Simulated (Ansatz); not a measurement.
# GeH₅O (doublet): the correlation ladder at distance Ge1–H5 along a hydrogen transfer = 1.589 Å, cc-pVDZ

The task here is to estimate one member of a computed series from the others.

Computed with Ansatz 0.2.0, Gaussian basis. Level: cc-pVDZ, core rule «outside noble gas», up to 15 orbitals frozen.

To be run: UHF; CCSD(T) on ROHF; CCSD(T) on UHF; BCCD(T) on ROHF; CISD; CCSDT(Q) on ROHF; CCSDT(Q) on UHF; CASSCF and MRCISD+Q, 3 electrons in 3 orbitals; CASSCF and NEVPT2, 3 electrons in 3 orbitals.

## What is computed

The geometry derives from fragments relaxed apart (PBE0/def2-TZVP) and kept rigid, so it is no stationary point. A hydrogen atom is moved between rigid fragments. No spin-orbit coupling is included. The filled d shell of Ge may be among the frozen orbitals whatever the setting's name suggests; the logs give the count.

7 atoms, charge 0, spin multiplicity 2.

Atoms are counted from 1 here; the program's logs count them from 0.

Bond lengths: Ge1–H2 1.534 Å, Ge1–H3 1.534 Å, Ge1–H4 1.534 Å, Ge1–H5 1.589 Å, O6–H7 0.973 Å. Angles: H2–Ge1–H3 109.5°, H2–Ge1–H4 109.5°, H2–Ge1–H5 109.5°, H3–Ge1–H4 109.5°, H3–Ge1–H5 109.5°, H4–Ge1–H5 109.5°.

Set-up of the first run:

The input, in.yaml:

```yaml
crystal:
  periodic: [false, false, false]
  atoms:
    - {symbol: Ge, position_ang: [-0.530516, 0.010113, 0.000000]}
    - {symbol: H, position_ang: [-1.041966, 1.456713, 0.000001]}
    - {symbol: H, position_ang: [-1.041966, -0.713187, 1.252791]}
    - {symbol: H, position_ang: [-1.041966, -0.713186, -1.252792]}
    - {symbol: H, position_ang: [1.058484, 0.010113, 0.000000]}
    - {symbol: O, position_ang: [2.373484, 0.010113, 0.000000]}
    - {symbol: H, position_ang: [2.625343, -0.929837, -0.000001]}
basis:
  gaussian: {orbitals: cc-pVDZ}
magnetization: {spin_polarized: true, initial_magnetization: 1}
hamiltonian: {xc: hf}
output: {orbitals: {seedname: orbitals}}
```

The run is started by

```
ansatz run in.yaml --threads 1 --pin off --events-out ev --progress --plain --max-ram 2816MiB --backend cpu
```

Among the steps run: UHF; CCSD(T) on ROHF; CCSD(T) on UHF; BCCD(T) on ROHF; CISD; CCSDT(Q) on ROHF; CCSDT(Q) on UHF; CASSCF and MRCISD+Q, 3 electrons in 3 orbitals; CASSCF and NEVPT2, 3 electrons in 3 orbitals.

One table of the session follows, with a row left open; its other results are not shown here.

| method | from UCCSDT(Q) (kJ/mol) |
| --- | --- |
| ROHF | +919.6 |
| UHF | +893.2 |
| RMP2 | +132.0 |
| UMP2 | ? |
| CISD | +110.4 |
| RCCSD | +22.5 |
| UCCSD | +21.6 |
| RCCSD(T) | +4.4 |
| UCCSD(T) | +4.3 |
| BCCD(T) | +4.3 |
| RCCSDT | +1.9 |
| UCCSDT | +1.7 |
| RCCSDT(Q) | +0.1 |
| UCCSDT(Q) | 0 |
| CASSCF pair | +857.1 |
| NEVPT2 pair | +120.5 |
| MRCISD pair | +94.3 |
| MRCISD+Q pair | +15.6 |

Estimate the missing values for UMP2.

As computed: from UCCSDT(Q) (kJ/mol): +134.9. In the column «from UCCSDT(Q) (kJ/mol)» it lies between RMP2 (+132.0) and CASSCF pair (+857.1).

To keep in mind: Restricted and unrestricted rows rest on different reference determinants; where their highest levels disagree by more than a few hundredths of an eV, they describe different states and don't form one ladder.
